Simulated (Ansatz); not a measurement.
# BF3H2Si: small, medium and large basis sets

The task here is to estimate one member of a computed series from the others.

Method: one geometry, several basis sets; program: Ansatz 0.2.0, Gaussian basis.

The runs, in order: PBE0-D4/def2-SVP; ωB97M-V/def2-SVP; PBE0-D4/def2-QZVPP; ωB97M-V/def2-QZVPP; CCSD(T)/cc-pV(D+d)Z; CCSD(T)/cc-pV(T+d)Z; CCSD(T)/cc-pV(Q+d)Z; the functionals' def2-TZVPP values are taken from earlier runs.

## The relaxed structure

The geometry comes from an earlier relaxation with PBE0-D4 in a triple-zeta def2 set; it is a stationary point, not always the lowest conformer.

SMILES `B[Si](F)(F)F`, 7 atoms, charge 0, spin multiplicity 1.

Atoms are counted from 1 here; the program's logs count them from 0.

Bond lengths: B1–Si2 2.004 Å, B1–H6 1.193 Å, B1–H7 1.192 Å, Si2–F3 1.583 Å, Si2–F4 1.581 Å, Si2–F5 1.582 Å. Angles: Si2–B1–H6 119.2°, Si2–B1–H7 122.0°, H6–B1–H7 118.8°, B1–Si2–F3 109.8°, B1–Si2–F4 114.3°, B1–Si2–F5 111.6°, F3–Si2–F4 106.8°, F3–Si2–F5 107.7°, F4–Si2–F5 106.3°.

Set-up of the first run:

File in.yaml:

```yaml
crystal:
  periodic: [false, false, false]
  atoms:
    - {symbol: B, position_ang: [0.237380, -1.164657, 0.328970]}
    - {symbol: Si, position_ang: [-0.155992, 0.718964, -0.229030]}
    - {symbol: F, position_ang: [1.181760, 1.433335, -0.682777]}
    - {symbol: F, position_ang: [-1.171150, 0.842796, -1.434832]}
    - {symbol: F, position_ang: [-0.772260, 1.561499, 0.959776]}
    - {symbol: H, position_ang: [0.858653, -1.358231, 1.328379]}
    - {symbol: H, position_ang: [-0.117192, -2.101705, -0.316186]}
basis:
  gaussian: {orbitals: def2-SVP}
hamiltonian: {xc: pbe0, dispersion: d4}
output: {orbitals: {seedname: orbitals}}
```

The run is started by

```bash
ansatz run in.yaml --threads 2 --pin off --events-out ev --progress --plain --max-ram 32768MiB --backend cpu
```

Among the steps run: PBE0-D4 in def2-SVP; ωB97M-V in def2-SVP; PBE0-D4 in def2-QZVPP; ωB97M-V in def2-QZVPP.

One table of the session follows, with a row left open; its other results are not shown here.

| functional | basis | HOMO (eV) | LUMO (eV) |
| --- | --- | --- | --- |
| PBE0-D4 | def2-SVP | -9.52 | -3.22 |
| PBE0-D4 | def2-TZVPP | -9.59 | -3.26 |
| PBE0-D4 | def2-QZVPP | -9.61 | -3.28 |
| ωB97M-V | def2-SVP | ? | ? |
| ωB97M-V | def2-TZVPP | -11.80 | -1.23 |
| ωB97M-V | def2-QZVPP | -11.83 | -1.27 |

Q: Estimate the row for ωB97M-V, def2-SVP from the others.

**Answer.** HOMO (eV): -11.71; LUMO (eV): -1.10. In the column «HOMO (eV)» it lies between ωB97M-V, def2-TZVPP (-11.80) and PBE0-D4, def2-QZVPP (-9.61).
